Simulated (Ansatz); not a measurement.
# C2H6OSi2: small, medium and large basis sets

An exercise on one series of results from a longer session: the logs are not shown, and one member is left open.

The runs use Ansatz 0.2.0, Gaussian basis; one geometry, several basis sets.

The runs, in order: PBE0-D4/def2-SVP; ωB97M-V/def2-SVP; PBE0-D4/def2-QZVPP; ωB97M-V/def2-QZVPP; the functionals' def2-TZVPP values are taken from earlier runs.

## Structure used throughout

The geometry comes from an earlier relaxation with PBE0-D4 in a triple-zeta def2 set; it is a stationary point, not always the lowest conformer.

SMILES `O[SiH2]C#C[SiH3]`, 11 atoms, charge 0, spin multiplicity 1.

Atoms are counted from 1 here; the program's logs count them from 0.

Bond lengths: O1–Si2 1.641 Å, O1–H6 0.958 Å, Si2–C3 1.830 Å, Si2–H7 1.485 Å, Si2–H8 1.477 Å, C3–C4 1.215 Å, C4–Si5 1.826 Å, Si5–H9 1.483 Å, Si5–H10 1.483 Å, Si5–H11 1.483 Å. Angles: Si2–O1–H6 117.9°, O1–Si2–C3 111.3°, O1–Si2–H7 112.0°, O1–Si2–H8 106.2°, C3–Si2–H7 106.9°, C3–Si2–H8 109.7°, H7–Si2–H8 110.8°, Si2–C3–C4 179.3°, C3–C4–Si5 179.7°, C4–Si5–H9 109.2°, C4–Si5–H10 109.2°, C4–Si5–H11 109.0°, H9–Si5–H10 109.8°, H9–Si5–H11 109.7°, H10–Si5–H11 109.8°.

Set-up of the first run:

File in.yaml:

```yaml
crystal:
  periodic: [false, false, false]
  atoms:
    - {symbol: O, position_ang: [-1.914593, -1.887523, 1.499063]}
    - {symbol: Si, position_ang: [-0.322844, -1.495329, 1.576626]}
    - {symbol: C, position_ang: [0.129445, -0.290294, 0.275184]}
    - {symbol: C, position_ang: [0.424728, 0.521225, -0.579489]}
    - {symbol: Si, position_ang: [0.872811, 1.733012, -1.869745]}
    - {symbol: H, position_ang: [-2.553987, -1.174107, 1.511956]}
    - {symbol: H, position_ang: [0.036476, -0.879322, 2.878923]}
    - {symbol: H, position_ang: [0.421898, -2.754427, 1.369311]}
    - {symbol: H, position_ang: [1.607094, 2.861113, -1.246904]}
    - {symbol: H, position_ang: [1.730920, 1.073013, -2.883216]}
    - {symbol: H, position_ang: [-0.366647, 2.235540, -2.511109]}
basis:
  gaussian: {orbitals: def2-SVP}
hamiltonian: {xc: pbe0, dispersion: d4}
output: {orbitals: {seedname: orbitals}}
```

The run is started by

```
$ ansatz run in.yaml --threads 4 --pin off --events-out ev --progress --plain --max-ram 10444MiB
```

Among the steps run: PBE0-D4 in def2-SVP; ωB97M-V in def2-SVP; PBE0-D4 in def2-QZVPP; ωB97M-V in def2-QZVPP.

One of the session's tables, all rows but one given; the rest of the session is left out.

It belongs to the step «Functionals by basis». 

```
functional       basis  HOMO (eV)
   PBE0-D4    def2-SVP          ?
   PBE0-D4  def2-TZVPP      -8.19
   PBE0-D4  def2-QZVPP      -8.21
   ωB97M-V    def2-SVP     -10.29
   ωB97M-V  def2-TZVPP     -10.39
   ωB97M-V  def2-QZVPP     -10.40
```

Estimate the missing values for PBE0-D4, def2-SVP.

As computed: HOMO (eV): -8.13. In the column «HOMO (eV)» it is the highest.
